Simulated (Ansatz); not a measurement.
# ZrTeSe (1T monolayer (Janus) type, one sheet): testing the settings of Wannier runs

Which of these Wannier inputs for ZrTeSe (1T monolayer (Janus) type, one sheet) end well? Each is run as it stands.

Method: plane waves, PAW; the settings change from run to run, as each input shows, in Ansatz 0.2.0.

1 further run of the same task is left out (it didn't finish).

### Step 1. The starting structure

The structure is trigonal, space group P3m1 (No. 156). The conventional cell has a = 3.922 Å, b = 3.922 Å, c = 31.086 Å, α = 90.00°, β = 90.00°, γ = 120.00°. Zr (site symmetry 3m) has 3 Se at 2.69 Å and 3 Te at 2.92 Å as nearest neighbours. Se (site symmetry 3m) is surrounded by 3 Zr at 2.69 Å. Te (site symmetry 3m) has 3 Zr at 2.92 Å as nearest neighbours.

As a file:

```cif
data_structure
_symmetry_space_group_name_H-M 'P 1'
_symmetry_Int_Tables_number 1
_cell_length_a 3.9220
_cell_length_b 3.9220
_cell_length_c 31.0863
_cell_angle_alpha 90.000
_cell_angle_beta 90.000
_cell_angle_gamma 120.000
_cell_volume 414.12
loop_
_atom_site_label
_atom_site_type_symbol
_atom_site_fract_x
_atom_site_fract_y
_atom_site_fract_z
_atom_site_occupancy
Zr1 Zr 0.00000 0.00000 0.29377 1
Se1 Se 0.33333 0.66667 0.34047 1
Te1 Te 0.66667 0.33333 0.23431 1
```

Cell and atoms come from an earlier r2SCAN relaxation. The cell holds one sheet and vacuum, and is periodic in the plane alone; ε, where given, is a mean over the whole height of the cell, so ε₂ and ε₁ − 1 scale inversely with that height and aren't the sheet's own values. No run includes spin-orbit coupling, which matters for Te.

### Step 2. Try 1

input.yaml reads:

```yaml
crystal:
  lattice:
    - [3.9220401623, 0.0, 0.0]
    - [-1.9610200811, 3.3965864153, 0.0]
    - [0.0, 0.0, 31.0863133048]
  atoms:
    - { symbol: Zr, position: [0.0, 0.0, 0.2937718233] }
    - { symbol: Se, position: [0.3333333333, 0.6666666667, 0.3404670548] }
    - { symbol: Te, position: [0.6666666667, 0.3333333333, 0.2343105616] }
  periodic: [true, true, false]
kpoints:
  mp_grid: { grid: [6, 6, 1] }
  band_path:
    path:
      - [0, 0, 0]
      - [0.5, 0, 0]
      - [0.3333333333333, 0.3333333333333, 0]
      - [0, 0, 0]
    npoints: 10
hamiltonian:
  xc: pbe
scf:
  occupations: { method: fermi_dirac, width: 0.02 }
  n_extra_bands: 6
output:
  forces: false
  stress: false
  eigenvalues: true
  wannier:
    kmesh: [6, 6, 1]
    projections:
      - { species: Se, l: p, shell: 4 }
      - { species: Te, l: p, shell: 5 }
      - { species: Zr, l: d, shell: 4 }
    minimise: true
    write_hr: true
    conv_tol: 1.0e-08
    max_iter: 1000
  write_density: true
  write_potential: true
  elf: true
  volumetric_format: npy
```

Log, cut to the lines that bear on the results:

```text
scf.n_extra_bands = 6 over 22 filled bands (N_el = 44.0): the run solves 28 bands
[...]
Pseudopotentials: kind: paw
Pseudopotential: Zr, paw, valence charge 12, recommended cutoff 420 eV (normal), Zr.paw.azcp
Pseudopotential: Se, paw, valence charge 16, recommended cutoff 420 eV (normal), Se.paw.azcp
Pseudopotential: Te, paw, valence charge 16, recommended cutoff 420 eV (normal), Te.paw.azcp
Functional definition: PBE
[...]
Crystal: 3 atoms, lattice volume = 414.118 Å³
Basis set: ecut = 420 eV, 8203 PW (Γ)
Bands: 28, of which v1, the nominal top of the filled ones, is band 22 counted from 1 (21 counted from 0)
Symmetry: 6 space group operations
Space group: P3m1 (ITA 156), of the structure as read, at distance tolerance 7.5e-5 Å
k-points: 7 of 36 (time reversal used)
[...]
SCF iter   1: F=—  HF=-16636.212945 eV  |F-HF|=—  |Δ(HF+E_count)|=         —  Δρ=1.26e-3  dr2=8.09e-2  ethr=1.77e-3  ⟨swp⟩=13.3  Hψ=1305  notcnv=0
[...]
SCF iter   8: F=-16636.203569 eV  HF=-16636.203569 eV  |F-HF|=1.28e-8  |Δ(HF+E_count)|=   6.65e-8  Δρ=1.11e-6  dr2=6.73e-9  ethr=2.27e-10  ⟨swp⟩=3.0  Hψ=423  notcnv=0
[...]
NSCF: frozen V_eff on 31 k-points, pencils in batches of 32, up to order 124
NSCF: frozen V_eff on 10 k-points, pencils in batches of 32, up to order 112
WARN: eigensolver did not converge (k=0): 3 band(s) unlocked after 20 sweeps at ethr=1.23e-12 eV (storage-precision floor; scheduled 1.00e-12 eV) (lowest unlocked band 25, counted from 0; max residual 1.30e-3 eV among the unlocked bands, 1.30e-3 eV over every band; other slots of this [...]
WARN: eigensolver did not converge in 10 slots of this pass, the one above among them; of largest residual over every band (k=3): 2 band(s) unlocked (lowest unlocked band 26, counted from 0; max residual 1.46e-1 eV among the unlocked bands, 1.46e-1 eV over every band); of lowest unlocked [...]
the Wannier pass solved 10 of the 36 points of its mesh, and has the states at the others by symmetry: states obtained by the crystal's operations at points that were solved too leave a residual of 1.69e-13 eV (read by the count's bands and the next), within 8.33e-6 eV
NSCF: frozen V_eff on 10 k-points
the Wannier pass solved 10 of the 36 points of its mesh, and has the states at the others by symmetry: states obtained by the crystal's operations at points that were solved too leave a residual of 2.60e-13 eV (read by the count's bands and the next), within 8.33e-6 eV
WARN: The output density's exchange-correlation potential varies sharply where the density is thin. Do not read a vacuum level from v_tot or v_xc, or from such a field of the output density. On a cell that repeats whose density bears no net charge and no dipole along the vacuum's axis use [...]
SCF converged after 8 iterations
Free energy (F): -16636.203569 eV
[...]
E sigma→0 (E₀):  -16636.201692 eV
Entropy (-TS):   -0.003754 eV (-1.251 meV/atom)
Fermi energy:    -4.850977 eV
[...]
--- Band table (eV; the first three rows and the last of 7) ---
[...]
Wannier search: line search 1 of at most 1000: gauge-dependent spread (as the search counts it) 2.0396813 Å², largest recent change 3.8e-1 Å² and fall left 7.3e-4 Å² against conv_tol 1.0e-8 Å², 0 stops escaped
WARN: <dir> 18 periodic images of 18 elements of H(R) lie 4.88e-4 to 1.95e-3 Å beyond their element's nearest image, near the 9.77e-4 Å window within which an element is shared among its images; whether they share it moves the interpolated H(k) by 5.9e-3 eV (Frobenius norm, root mean [...]
```

Wall time 13 s (1 × NVIDIA H100 80GB HBM3 with 2 threads of AMD EPYC 7R13 (Zen 3), shared host); peak host memory 1.4 GiB.

The run ended, but the log doubts its result. The cause: the eigensolver left some bands unconverged. The analysis is set aside.

### Step 3. Try 2

Changes to input.yaml since step 2:

```diff
@@ -31,5 +31,6 @@
     projections:
+      - { species: Se, l: s, shell: 4 }
       - { species: Se, l: p, shell: 4 }
+      - { species: Te, l: s, shell: 5 }
       - { species: Te, l: p, shell: 5 }
-      - { species: Zr, l: d, shell: 4 }
     minimise: true
@@ -38,5 +39 @@
     max_iter: 1000
-  write_density: true
-  write_potential: true
-  elf: true
-  volumetric_format: npy
```

Log, cut to the lines that bear on the results:

```text
scf.n_extra_bands = 6 over 22 filled bands (N_el = 44.0): the run solves 28 bands
[...]
[... 5 set-up lines as earlier in the session ...]
[...]
Crystal: 3 atoms, lattice volume = 414.118 Å³
Basis set: ecut = 420 eV, 8203 PW (Γ)
Bands: 28, of which v1, the nominal top of the filled ones, is band 22 counted from 1 (21 counted from 0)
[... 2 set-up lines as earlier in the session ...]
k-points: 7 of 36 (time reversal used)
[...]
SCF iter   1: F=—  HF=-16636.212945 eV  |F-HF|=—  |Δ(HF+E_count)|=         —  Δρ=1.26e-3  dr2=8.09e-2  ethr=1.77e-3  ⟨swp⟩=13.3  Hψ=1305  notcnv=0
[...]
SCF iter   8: F=-16636.203569 eV  HF=-16636.203569 eV  |F-HF|=1.28e-8  |Δ(HF+E_count)|=   6.65e-8  Δρ=1.11e-6  dr2=6.73e-9  ethr=2.27e-10  ⟨swp⟩=3.0  Hψ=423  notcnv=0
[...]
NSCF: frozen V_eff on 10 k-points, pencils in batches of 32, up to order 112
WARN: eigensolver did not converge (k=0): 3 band(s) unlocked after 20 sweeps at ethr=1.23e-12 eV (storage-precision floor; scheduled 1.00e-12 eV) (lowest unlocked band 25, counted from 0; max residual 1.30e-3 eV among the unlocked bands, 1.30e-3 eV over every band; other slots of this [...]
WARN: eigensolver did not converge in 10 slots of this pass, the one above among them; of largest residual over every band (k=3): 2 band(s) unlocked (lowest unlocked band 26, counted from 0; max residual 1.46e-1 eV among the unlocked bands, 1.46e-1 eV over every band); of lowest unlocked [...]
the Wannier pass solved 10 of the 36 points of its mesh, and has the states at the others by symmetry: states obtained by the crystal's operations at points that were solved too leave a residual of 1.69e-13 eV (read by the count's bands and the next), within 8.33e-6 eV
SCF converged after 8 iterations
Free energy (F): -16636.203569 eV
[...]
E sigma→0 (E₀):  -16636.201692 eV
Entropy (-TS):   -0.003754 eV (-1.251 meV/atom)
Fermi energy:    -4.850977 eV
[...]
--- Band table (eV; the first three rows and the last of 7) ---
[...]
Wannier search: line search 1 of at most 1000: gauge-dependent spread (as the search counts it) 5.0141180 Å², largest recent change 8.1e-1 Å² and fall left 1.5e-1 Å² against conv_tol 1.0e-8 Å², 0 stops escaped
```

Wall time 8.9 s (1 × NVIDIA H100 80GB HBM3 with 2 threads of AMD EPYC 7R13 (Zen 3), shared host); peak host memory 1.4 GiB.

The run ended, but the log doubts its result. The cause: the eigensolver left some bands unconverged. The analysis is set aside.

### Step 4. Try 3

Changes to input.yaml since step 3:

```diff
@@ -23,3 +23,3 @@
   occupations: { method: fermi_dirac, width: 0.02 }
-  n_extra_bands: 6
+  n_extra_bands: 11
 output:
@@ -31,5 +31,4 @@
     projections:
-      - { species: Se, l: s, shell: 4 }
+      - { species: Zr, l: d, shell: 4 }
       - { species: Se, l: p, shell: 4 }
-      - { species: Te, l: s, shell: 5 }
       - { species: Te, l: p, shell: 5 }
@@ -39 +38,2 @@
     max_iter: 1000
+    disentanglement: { window: [-20.29, 11.31], frozen_window: [-10.27, -2.47] }
```

Log, cut to the lines that bear on the results:

```text
scf.n_extra_bands = 11 over 22 filled bands (N_el = 44.0): the run solves 33 bands
[...]
[... 5 set-up lines as earlier in the session ...]
[...]
Crystal: 3 atoms, lattice volume = 414.118 Å³
Basis set: ecut = 420 eV, 8203 PW (Γ)
Bands: 33, of which v1, the nominal top of the filled ones, is band 22 counted from 1 (21 counted from 0)
[... 2 set-up lines as earlier in the session ...]
k-points: 7 of 36 (time reversal used)
[...]
SCF iter   1: F=—  HF=-16636.208701 eV  |F-HF|=—  |Δ(HF+E_count)|=         —  Δρ=1.25e-3  dr2=8.18e-2  ethr=1.77e-3  ⟨swp⟩=12.1  Hψ=1589  notcnv=0  defer=5
[...]
SCF iter   8: F=-16636.203569 eV  HF=-16636.203569 eV  |F-HF|=3.78e-9  |Δ(HF+E_count)|=   5.76e-8  Δρ=1.16e-6  dr2=1.08e-8  ethr=2.27e-10  ⟨swp⟩=19.3  Hψ=1318  notcnv=0
[...]
NSCF: frozen V_eff on 31 k-points, pencils in batches of 32, up to order 148
NSCF: frozen V_eff on 10 k-points
[...]
WARN: eigensolver did not converge (k=3): 1 band(s) unlocked after 2 eigensolves, warm-restarted (20 sweeps on the last) at ethr=1.56e-12 eV (storage-precision floor; scheduled 1.00e-12 eV) (lowest unlocked band 32, counted from 0; max residual 5.47e-5 eV among the unlocked bands, 5.47e-5 [...]
WARN: eigensolver did not converge in 4 slots of this pass, the one above among them; of largest residual over every band (k=9): 2 band(s) unlocked (lowest unlocked band 31, counted from 0; max residual 1.83e-4 eV among the unlocked bands, 1.83e-4 eV over every band); of lowest unlocked [...]
NSCF: frozen V_eff on 10 k-points
the Wannier pass solved 10 of the 36 points of its mesh, and has the states at the others by symmetry: states obtained by the crystal's operations at points that were solved too leave a residual of 1.01e-12 eV (read by the count's bands and the next), within 8.33e-6 eV
NSCF: frozen V_eff on 10 k-points
the Wannier pass solved 10 of the 36 points of its mesh, and has the states at the others by symmetry: states obtained by the crystal's operations at points that were solved too leave a residual of 7.82e-13 eV (read by the count's bands and the next), within 8.33e-6 eV
SCF converged after 8 iterations
Free energy (F): -16636.203569 eV
[...]
E sigma→0 (E₀):  -16636.201692 eV
Entropy (-TS):   -0.003754 eV (-1.251 meV/atom)
Fermi energy:    -4.850990 eV
[...]
--- Band table (eV; the first three rows and the last of 7) ---
[...]
  ° read free of the cell's end (the report's vacuum.weakly_bound_levels)
Wannier search: line search 1 of at most 1000: gauge-dependent spread (as the search counts it) 0.9846062 Å², largest recent change 3.1e-1 Å² and fall left 1.3e-4 Å² against conv_tol 1.0e-8 Å², 0 stops escaped
WARN: <dir> 12 periodic images of 12 elements of H(R) lie 4.88e-4 to 1.95e-3 Å beyond their element's nearest image, near the 9.77e-4 Å window within which an element is shared among its images; whether they share it moves the interpolated H(k) by 2.3e-3 eV (Frobenius norm, root mean [...]
```

It took 21 s on 1 × NVIDIA H100 80GB HBM3 with 2 threads of AMD EPYC 7R13 (Zen 3), shared host; peak host memory 1.4 GiB.

The run ended, but the log doubts its result. The cause: the eigensolver left some bands unconverged. The analysis is set aside.

### Step 5. How the runs ended

```tsv
try	settings	ended	fault	time
1	PBE, 11 functions, 6×6×1	ended with warnings	the eigensolver left some bands unconverged	13 s
2	PBE, 8 functions, 6×6×1	ended with warnings	the eigensolver left some bands unconverged	8.9 s
3	PBE, 11 functions, 6×6×1, window -20.29 to 11.31 eV, frozen -10.27 to -2.47 eV	ended with warnings	the eigensolver left some bands unconverged	21 s
```

3 ended with warnings. No run passed without a fault or warning, so no result is quoted.
